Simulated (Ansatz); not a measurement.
# GaNH3 (SMILES [NH2][GaH]): UBHLYP/def2-TZVP

What is the electronic atomisation energy of GaNH3 at UBHLYP/def2-TZVP? 

The calculation is run with Ansatz 0.2.0.

55 further runs of the same task are left out: 55 set aside as unsound or not needed.

**1. The structure to begin with**

The species is GaNH3 (5 atoms), meant as a doublet with charge 0. As SMILES, `[NH2][GaH]`. Geometry: relaxed at PBE0-D4/def2-TZVP. This is one conformer, not always the lowest.

Bond lengths: N1–Ga2 1.825 Å, N1–H3 1.008 Å, N1–H4 1.006 Å, Ga2–H5 1.594 Å. Angles: N1–Ga2–H5 116.9°, Ga2–N1–H3 123.8°, Ga2–N1–H4 124.3°, H3–N1–H4 111.9°.

**2. The energy at UBHLYP/def2-TZVP**

The input, input.yaml:

```yaml
crystal:
  periodic: [false, false, false]
  atoms:
    - {symbol: "N", position_ang: [-0.211900, -0.684000, 0.064700]}
    - {symbol: Ga, position_ang: [0.815500, 0.782900, 0.417000]}
    - {symbol: H, position_ang: [-0.946800, -0.701300, -0.625100]}
    - {symbol: H, position_ang: [-0.115200, -1.569300, 0.532000]}
    - {symbol: H, position_ang: [0.508200, 2.097900, -0.430100]}
basis:
  gaussian: {orbitals: def2-TZVP}
magnetization: {spin_polarized: true, initial_magnetization: 1}
accuracy: high
output: {orbitals: {seedname: orbitals}}
hamiltonian: {xc: {name: BHLYP}}
```

On the command line:

```bash
ansatz run input.yaml --threads 1 --pin off --max-ram 3480MiB --events-out events.jsonl --progress --plain --runs-dir runs
```

Log:

```text
Warning: RAYON_NUM_THREADS=1 ignored (pool sized by the plan → 1); use --threads N
Functional definition: BHLYP
  name "BHLYP"
  parameter a = 0.5
  exchange = (1 - a)*b88_x + a*exact_x
  correlation = lyp_c
1600 factors; integrals over basis functions are off by at most 4.6e-9 eV
mean field evaluation 1: about -53908.9334 eV, gradient 4.0e1 eV
mean field evaluation 2: about -53899.8784 eV, gradient 5.7e1 eV
mean field evaluation 4: about -53915.0970 eV, gradient 5.4e-1 eV
mean field evaluation 8: about -53915.1264 eV, gradient 1.5e-1 eV
mean field evaluation 16: about -53915.1266 eV, gradient 4.7e-4 eV
mean field -53915.12657321 eV, -1981.3443565802 hartree, gradient 8.7e-8 eV, S^2 0.754343; 0 other end points of the search recorded, 0 dependent functions left out
reference -53915.12659586 eV, -1981.3443574126 hartree; 21, 20 occupied and 76, 77 virtual orbitals, 1600 factors
Total energy: -53915.12659586 eV, -1981.3443574126 hartree
```

Run time: 11 s. Hardware: 1 thread of Arm Neoverse V1, shared host; peak memory 0.35 GiB.

**3. The Ga atom at the same level**

The input, run.yaml:

```yaml
crystal:
  periodic: [false, false, false]
  atoms:
    - {symbol: Ga, position_ang: [0.000000, 0.000000, 0.000000]}
basis:
  gaussian: {orbitals: def2-TZVP}
magnetization: {spin_polarized: true, initial_magnetization: 1}
hamiltonian: {xc: {name: BHLYP}}
accuracy: high
```

Run the same way, it converges to -1924.78601 Eh (log not shown).

**4. The H atom, same level**

The input, in.yaml:

```yaml
crystal:
  periodic: [false, false, false]
  atoms:
    - {symbol: H, position_ang: [0.000000, 0.000000, 0.000000]}
basis:
  gaussian: {orbitals: def2-TZVP}
magnetization: {spin_polarized: true, initial_magnetization: 1}
hamiltonian: {xc: {name: BHLYP}}
accuracy: high
```

Run the same way, it converges to -0.49854 Eh (log not shown).

**5. The N atom at the same level**

The input, in.yaml:

```yaml
crystal:
  periodic: [false, false, false]
  atoms:
    - {symbol: N, position_ang: [0.000000, 0.000000, 0.000000]}
basis:
  gaussian:
    orbitals: def2-TZVP
magnetization:
  spin_polarized: true
  initial_magnetization: 3
hamiltonian:
  xc: {name: BHLYP}
accuracy: high
```

Run the same way, it converges to -54.59085 Eh (log not shown).

**6. Summary of results**

At UBHLYP/def2-TZVP:

| quantity | value |
| --- | --- |
| molecule: total energy | -1981.34436 Eh |
| molecule: HOMO energy (highest over α and β) | -6.50 eV |
| molecule: LUMO energy (lowest over α and β) | -1.59 eV |
| molecule: ⟨S²⟩ | 0.754 |
| Ga atom: total energy | -1924.78601 Eh |
| Ga atom: ⟨S²⟩ | 0.754 |
| H atom: total energy | -0.49854 Eh |
| H atom: ⟨S²⟩ | 0.750 |
| N atom: total energy | -54.59085 Eh |
| N atom: ⟨S²⟩ | 3.754 |
| electronic atomisation energy | 12.840 eV |

**Reading.** Taking the molecule apart into free atoms costs 12.84 eV (296 kcal/mol), before zero-point energy and without spin-orbit coupling.
